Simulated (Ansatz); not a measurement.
# KCoF3: the cost of one run

Method: DFT PBEsol+U (U_eff = 6 eV on Co d), plane waves, PAW, in Ansatz 0.2.0.

### Step 1. Starting point

It takes space group Pm-3m (No. 221, cubic). Conventional cell: a = 4.071 Å, b = 4.071 Å, c = 4.071 Å, α = 90.00°, β = 90.00°, γ = 90.00°. Around K (site symmetry m-3m) lie 12 F at 2.88 Å. Co (site symmetry m-3m) is surrounded by 6 F at 2.04 Å. F (site symmetry 4/mmm) is surrounded by 2 Co at 2.04 Å and 4 K at 2.88 Å.

Structure file:

```xyz
5
Lattice="4.0710 0.0000 0.0000 0.0000 4.0710 0.0000 0.0000 0.0000 4.0710" Properties=species:S:1:pos:R:3 pbc="T T T"
K     0.0000    0.0000    0.0000
Co    2.0355    2.0355    2.0355
F     0.0000    2.0355    2.0355
F     2.0355    0.0000    2.0355
F     2.0355    2.0355    0.0000
```

An earlier series on this cell reached its lowest free state from «ferromagnetic start, free, default search», perhaps among other starts.

### Step 2. Total moment locked at zero, no site moments, 0.00 μB per cell

input.yaml

```yaml
crystal:
  lattice:
    - [4.070999, 0.0, 0.0]
    - [0.0, 4.070999, 0.0]
    - [0.0, 0.0, 4.070999]
  atoms:
    - { symbol: K, position: [0.0, 0.0, 0.0] }
    - { symbol: Co, position: [0.5, 0.5, 0.5] }
    - { symbol: F, position: [0.0, 0.5, 0.5] }
    - { symbol: F, position: [0.5, 0.0, 0.5] }
    - { symbol: F, position: [0.5, 0.5, 0.0] }
basis:
  ecutwfc: 420
  ecutrho_ratio: 4
kpoints:
  mp_grid: { grid: [5, 5, 5] }
hamiltonian:
  xc: pbesol
  hubbard: { sites: [{ site: 1, l: d, u_eff: 6.0 }] }
scf:
  occupations: { method: gaussian, width: 0.05 }
  lower_state_search: "off"
  max_iter: 150
output:
  forces: true
  stress: true
  eigenvalues: true
  populations: true
  hubbard: { sites: [{ site: 1, l: d }] }
magnetization:
  spin_polarized: true
  initial_magnetization: 0.0
  spin_locking: { lock_magnetization: hard }
```

The lock stays on to the end, so the result is a constrained state.

Run with:

```
ansatz run input.yaml --threads 4 --pin off --max-ram 6144MiB --backend cpu --events-out ev --progress --plain --runs-dir out
```

**Question.** How long does this run take on 4 threads of Arm Neoverse V1, shared host, and how much memory does it need?

About 1.4 s, with a peak of 0.38 GiB.
